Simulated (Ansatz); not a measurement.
# MoSb: the cost of one run

Computed with Ansatz 0.2.0 (DFT PBE, scalar-relativistic, plane waves, PAW, unless a step's input says otherwise).

3 further runs of the same task are left out: 2 that didn't finish, 1 set aside as unsound or not needed. Runs told in other sessions of the task aren't counted.

## 1. Starting point

It takes space group F-43m (No. 216, cubic). Conventional cell: a = 6.125 Å, b = 6.125 Å, c = 6.125 Å, α = 90.00°, β = 90.00°, γ = 90.00°. Mo (site symmetry -43m) is surrounded by 4 Sb at 2.65 Å. Sb (site symmetry -43m) has 4 Mo at 2.65 Å in its first shell of neighbours.

As a file:

```xyz
2
Lattice="0.0000 3.0626 3.0626 3.0626 0.0000 3.0626 3.0626 3.0626 0.0000" Properties=species:S:1:pos:R:3 pbc="T T T"
Mo    0.0000    0.0000    0.0000
Sb    1.5313    1.5313    1.5313
```

This cell comes from an earlier session at PBE: 28.726 Å³/atom at -0.01 GPa, on a 10×10×10 mesh.

Volume factors to run: 0.980, 1.020, 0.960, 1.040, 1.070, 1.100, 0.945.

## 2. Scaling the volume by 0.980

input.yaml

```yaml
crystal:
  lattice:
    - [0.0, 3.042070968, 3.042070968]
    - [3.042070968, 0.0, 3.042070968]
    - [3.042070968, 3.042070968, 0.0]
  atoms:
    - { symbol: Mo, position: [0.0, 0.0, 0.0] }
    - { symbol: Sb, position: [0.25, 0.25, 0.25] }
basis:
  ecutwfc: 420
  ecutrho_ratio: 4
kpoints:
  mp_grid: { grid: [10, 10, 10] }
hamiltonian:
  xc: pbe
scf:
  occupations: { method: gaussian, width: 0.05 }
output:
  forces: true
  stress: true
  eigenvalues: true
```

Started as:

```bash
> ansatz run input.yaml --threads 2 --pin off --max-ram 2662MiB --backend cpu --events-out ev --progress --plain --runs-dir out
```

Q: Estimate wall time and peak memory on 2 threads of Arm Neoverse V1, shared host.

About 2.2 s, with a peak of 0.36 GiB.
